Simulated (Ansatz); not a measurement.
ClH₂Sb, SMILES [Cl][SbH2], vertical and adiabatic energies of changing the electron count

Computed with Ansatz 0.2.0 through its Python package.

The script reads `clh2sb.xyz`:
```text
4

Cl   -1.76380    0.24950   -0.59860
Sb    0.51960   -0.27680   -0.59980
H     0.30400   -1.21720    0.86100
H     0.99580    1.18420    0.31710
```

Run as a notebook:

```python
import itertools

import ansatz as az
from ase.data import atomic_numbers, covalent_radii
import numpy as np
```

```python
molecule = az.Crystal.molecule_from_extxyz('clh2sb.xyz')
```

```python
model = (
    molecule.calculation()
    .basis(gaussian='def2-SVP')
    .functional('r2SCAN')
    .accuracy('medium')  # preset for grids and thresholds
)
symbols = [site.symbol for site in molecule.cartesian_sites]
start = np.array([site.position_ang for site in molecule.cartesian_sites], dtype=float)
report = model.relax(force_tolerance=0.01).run().report
end = np.array(report['positions_ang'])
```

    

```python
minimum = az.Crystal.molecule()
for symbol, place in zip(symbols, end):
    minimum = minimum.atom(symbol, place.tolist())
ion = (
    minimum.calculation()
    .basis(gaussian='def2-SVP')
    .functional('r2SCAN')
    .accuracy('medium')
    .charge(1)
    .spin('collinear', total=1)  # spin-polarised run
)
vertical = ion.run().report
settled = ion.relax(force_tolerance=0.01, max_steps=80).run().report
print(f'vertical ionisation energy   {vertical["free_energy_ev"] - report["free_energy_ev"]:.3f} eV')
print(f'adiabatic, no zero point     {settled["free_energy_ev"] - report["free_energy_ev"]:.3f} eV')
print(f'relaxation energy of the ion {vertical["free_energy_ev"] - settled["free_energy_ev"]:.3f} eV')
ionised = np.array(settled['positions_ang'])
# pairs closer than 1.2 times the sum of covalent radii, before or after
radius = [covalent_radii[atomic_numbers[s]] for s in symbols]
span = lambda where, i, j: np.linalg.norm(where[i] - where[j])
bonded = [(i, j) for i, j in itertools.combinations(range(len(symbols)), 2) if min(span(end, i, j), span(ionised, i, j)) < 1.2 * (radius[i] + radius[j])]
print('pair        before    after (A)')
for i, j in bonded:
    print(f'{symbols[i]}{i}-{symbols[j]}{j}'.ljust(10), f'{span(end, i, j):8.4f} {span(ionised, i, j):8.4f}')
for first, second in list(itertools.combinations(bonded, 2)):
    shared = set(first) & set(second)
    if shared and symbols[(j := shared.pop())] != 'H':
        i, k = sorted((set(first) | set(second)) - {j})
        u, v = ionised[i] - ionised[j], ionised[k] - ionised[j]
        angle = np.degrees(np.arccos(np.clip(u @ v / np.linalg.norm(u) / np.linalg.norm(v), -1, 1)))
        print(f'final angle {symbols[i]}{i}-{symbols[j]}{j}-{symbols[k]}{k}: {angle:.2f} deg')
```

    vertical ionisation energy   9.823 eV
    adiabatic, no zero point     9.495 eV
    relaxation energy of the ion 0.328 eV
    pair        before    after (A)
    Cl0-Sb1      2.3924   2.2973
    Sb1-H2       1.7234   1.7027
    Sb1-H3       1.7234   1.7027
    final angle Cl0-Sb1-H2: 104.48 deg
    final angle Cl0-Sb1-H3: 104.48 deg
    final angle H2-Sb1-H3: 109.69 deg

Caveats:
- These settings explore the input space; basis and method may be short of convergence.
- The energies are electronic: no zero-point or thermal terms, and the basis set is short of its limit. The product may relax into another structure. The relaxation finds the nearest minimum, so the adiabatic value is an upper bound.
- def2 sets replace the cores of elements past krypton by effective core potentials.
- Wall time of the script: 64 s on 1 thread of Arm Neoverse V1 (shared host), peak memory 0.23 GiB.

(Lines on the test bed's own set-up are left out of the output.)
